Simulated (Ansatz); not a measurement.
The system is TiPd.

```
Pd Ti
1.0
     3.18000    0.00000    0.00000
     0.00000    3.18000    0.00000
     0.00000    0.00000    3.18000
Pd Ti
1 1
Cartesian
  0.0000 0.0000 0.0000
  1.5900 1.5900 1.5900
```

| Quantity | Value |
| --- | --- |
| Program | Ansatz 0.2.0 |
| Task | relaxation of cell and atoms |
| Functional | PBE |
| Dispersion | D4 |
| Potentials or basis | all-electron LAPW, scalar-relativistic |
| Basis error allowed | 0.001 eV/atom |
| k mesh | 8 × 8 × 8 |
| Occupations | fermi-dirac, width 0.05 eV |
| Spin | no spin polarisation |

At the start: volume 16.08 Å³/atom.

How do energy, volume and symmetry change on relaxing?

Over 4 steps the energy falls by 4.2 meV/atom and the volume is 15.71 Å³/atom (-2.3 %); space group Pm-3m (No. 221, to 0.05 Å).

Step by step:
```
step  energy change (eV)  largest force (eV/Å)  volume (Å³)
   1              0.0000                0.0000        32.16
   2             -0.0084                0.0000        31.44
   3             -0.0085                0.0000        31.41
   4             -0.0085                0.0000        31.41
```

Final structure:
```xyz
2
Lattice="3.1552 0.0000 0.0000 0.0000 3.1552 0.0000 0.0000 0.0000 3.1552" Properties=species:S:1:pos:R:3 pbc="T T T"
Pd    0.0000    0.0000    0.0000
Ti    1.5776    1.5776    1.5776
```
